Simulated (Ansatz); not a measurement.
# ScGa3: the cost of one run

Computed with Ansatz 0.2.0 (DFT r²SCAN, scalar-relativistic, plane waves, PAW, unless a step's input says otherwise).

6 further runs of the same task are left out: 1 that didn't finish, 5 set aside as unsound or not needed.

**1. The structure to begin with**

Symmetry: Pm-3m, No. 221, cubic system. Conventional cell: a = 4.095 Å, b = 4.095 Å, c = 4.095 Å, α = 90.00°, β = 90.00°, γ = 90.00°. Around Sc (site symmetry m-3m) lie 12 Ga at 2.90 Å. Ga (site symmetry 4/mmm) is surrounded by 4 Sc at 2.90 Å and 8 Ga at 2.90 Å.

Coordinates:

```cif
data_structure
_symmetry_space_group_name_H-M 'Pm-3m'
_symmetry_Int_Tables_number 221
_cell_length_a 4.0950
_cell_length_b 4.0950
_cell_length_c 4.0950
_cell_angle_alpha 90.000
_cell_angle_beta 90.000
_cell_angle_gamma 90.000
_cell_volume 68.67
loop_
_atom_site_label
_atom_site_type_symbol
_atom_site_symmetry_multiplicity
_atom_site_Wyckoff_symbol
_atom_site_fract_x
_atom_site_fract_y
_atom_site_fract_z
_atom_site_occupancy
Sc1 Sc 1 a 0.00000 0.00000 0.00000 1
Ga1 Ga 3 c 0.00000 0.50000 0.50000 1
```

The cell is the measured one, not relaxed. At r²SCAN, an earlier run found -0.92 GPa for this cell of 17.167 Å³/atom (8×8×8 mesh), no gap.

**2. Bands on a fine mesh, Fermi surface**

File input.yaml:

```yaml
crystal:
  lattice:
    - [4.0950008473, 0.0, 0.0]
    - [0.0, 4.0950008473, 0.0]
    - [0.0, 0.0, 4.0950008473]
  atoms:
    - { symbol: Sc, position: [0.0, 0.0, 0.0] }
    - { symbol: Ga, position: [0.0, 0.5, 0.5] }
    - { symbol: Ga, position: [0.5, 0.5, 0.0] }
    - { symbol: Ga, position: [0.5, 0.0, 0.5] }
basis:
  ecutwfc: 500
  ecutrho_ratio: 4
kpoints:
  mp_grid: { grid: [8, 8, 8] }
hamiltonian:
  xc: r2scan
scf:
  occupations: { method: gaussian, width: 0.05 }
output:
  forces: true
  stress: true
  eigenvalues: true
  eigenstates:
    nscf_kmesh: { grid: [12, 12, 12] }
    de_dk: true
    e_range: [-2.5, 2.5]
  write_density: true
  write_potential: true
  elf: true
  volumetric_format: npy
```

Started as:

```
ansatz run input.yaml --threads 4 --pin off --max-ram 9216MiB --backend cpu --events-out ev --progress --plain --runs-dir out
```

Q: Estimate wall time and peak memory on 4 threads of Arm Neoverse V1, shared host.

About 7.5 s, with a peak of 0.54 GiB.
